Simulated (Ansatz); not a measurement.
# C₅H₅Li: up Jacob's ladder to CCSD(T)

One table from this session's results is given with a row withheld; the runs are named, their logs left out.

Program: Ansatz 0.2.0, Gaussian basis. Level of theory: functionals in def2-TZVPP, the program's frozen cores in correlated methods. These are calculated values, not measurements.

Plan: LDA (SPW92), PBE-D4, revPBE-D4, BLYP-D4, r2SCAN-D4, B97M-V, PBE0-D4, B3LYP-D4, r2SCANh-D4, r2SCAN0-D4, HSE06-D4, BHLYP-D4, CAM-B3LYP-D4, LC-ωPBE, ωB97X-V, ωB97M-V, B2PLYP, PBE-QIDH; CCSD(T)/def2-SVP; CCSD(T)/def2-TZVPP; CCSD(T)/def2-QZVPP; extrapolation to the limit; RPA on PBE.

2 further runs of the same task are left out: 2 that didn't finish.

**The geometry**

The geometry comes from an earlier relaxation with PBE0-D4 in a triple-zeta def2 set; it is a stationary point, not always the lowest conformer.

SMILES `[C@H]12[C@@H]3[C@@H]4[C@@H]5[C@H]1[Li]2345`, 11 atoms, charge 0, spin multiplicity 1.

Atoms are counted from 1 here; the program's logs count them from 0.

Bond lengths: C1–C2 1.412 Å, C1–C5 1.412 Å, C1–Li6 2.087 Å, C1–H7 1.081 Å, C2–C3 1.412 Å, C2–Li6 2.087 Å, C2–H8 1.081 Å, C3–C4 1.412 Å, C3–Li6 2.087 Å, C3–H9 1.081 Å, C4–C5 1.412 Å, C4–Li6 2.087 Å, C4–H10 1.081 Å, C5–Li6 2.087 Å, C5–H11 1.081 Å. Angles: C2–C1–C5 108.0°, C2–C1–Li6 70.2°, C2–C1–H7 126.0°, C5–C1–Li6 70.2°, C5–C1–H7 126.0°, Li6–C1–H7 126.2°, C1–C2–C3 108.0°, C1–C2–Li6 70.2°, C1–C2–H8 126.0°, C3–C2–Li6 70.2°, C3–C2–H8 126.0°, Li6–C2–H8 126.2°, C2–C3–C4 108.0°, C2–C3–Li6 70.2°, C2–C3–H9 126.0°, C4–C3–Li6 70.2°, C4–C3–H9 126.0°, Li6–C3–H9 126.2° and more.

The first run:

The input, in.yaml:

```yaml
crystal:
  periodic: [false, false, false]
  atoms:
    - {symbol: C, position_ang: [-0.803631, -0.824679, -0.372559]}
    - {symbol: C, position_ang: [-0.293022, -0.705204, 0.938771]}
    - {symbol: C, position_ang: [0.456328, 0.489788, 1.008193]}
    - {symbol: C, position_ang: [0.408929, 1.108955, -0.260301]}
    - {symbol: C, position_ang: [-0.369674, 0.296484, -1.113543]}
    - {symbol: Li, position_ang: [1.282052, -0.779008, -0.427747]}
    - {symbol: H, position_ang: [-1.434657, -1.622745, -0.738583]}
    - {symbol: H, position_ang: [-0.464526, -1.395786, 1.752934]}
    - {symbol: H, position_ang: [0.959004, 0.874362, 1.884874]}
    - {symbol: H, position_ang: [0.869099, 2.050790, -0.525438]}
    - {symbol: H, position_ang: [-0.609882, 0.507044, -2.146613]}
basis:
  gaussian: {orbitals: def2-TZVPP}
hamiltonian: {xc: lda}
output: {orbitals: {seedname: orbitals}}
```

The run is started by

```
$ ansatz run in.yaml --threads 2 --pin off --events-out ev --progress --plain --max-ram 32768MiB --backend cpu
```

Steps of the session up to this table: LDA; PBE-D4 (GGA); revPBE-D4 (GGA); BLYP-D4 (GGA); r2SCAN-D4 (meta-GGA); B97M-V (meta-GGA); PBE0-D4 (hybrid); B3LYP-D4 (hybrid); r2SCANh-D4 (hybrid); r2SCAN0-D4 (hybrid); HSE06-D4 (hybrid); BHLYP-D4 (hybrid); CAM-B3LYP-D4 (range-separated); LC-ωPBE (range-separated); ωB97X-V (range-separated); ωB97M-V (range-separated); B2PLYP (double hybrid); PBE-QIDH (double hybrid).

One table of the session follows, with a row left open; its other results are not shown here.

It belongs to the step «Orbital energies across the functionals». 

| functional | HOMO (eV) | gap (eV) |
| --- | --- | --- |
| LDA (SPW92) | -5.27 | 4.07 |
| PBE-D4 | -5.06 | 3.85 |
| revPBE-D4 | -4.98 | 3.75 |
| BLYP-D4 | -4.88 | 3.64 |
| r2SCAN-D4 | -5.19 | 4.55 |
| B97M-V | -5.17 | 4.01 |
| PBE0-D4 | -6.04 | 5.36 |
| B3LYP-D4 | -5.83 | 4.88 |
| r2SCANh-D4 | ? | ? |
| r2SCAN0-D4 | -6.14 | 5.79 |
| HSE06-D4 | -5.64 | 4.67 |
| BHLYP-D4 | -6.84 | 6.48 |
| CAM-B3LYP-D4 | -7.27 | 7.05 |
| LC-ωPBE | -8.56 | 9.14 |
| ωB97X-V | -8.21 | 8.75 |
| ωB97M-V | -8.15 | 8.12 |

Q: Estimate the row for r2SCANh-D4 from the others.

Worked estimate for «HOMO (eV)». Against the share of exact exchange, r2SCAN-D4 (0, -5.19), r2SCAN0-D4 (0.25, -6.14) give a slope of -3.80 per unit share; at 0.1 the line stands at -5.57.

**Answer.** HOMO (eV): -5.57; gap (eV): 5.05. In «HOMO (eV)» the line misses by 0.00.
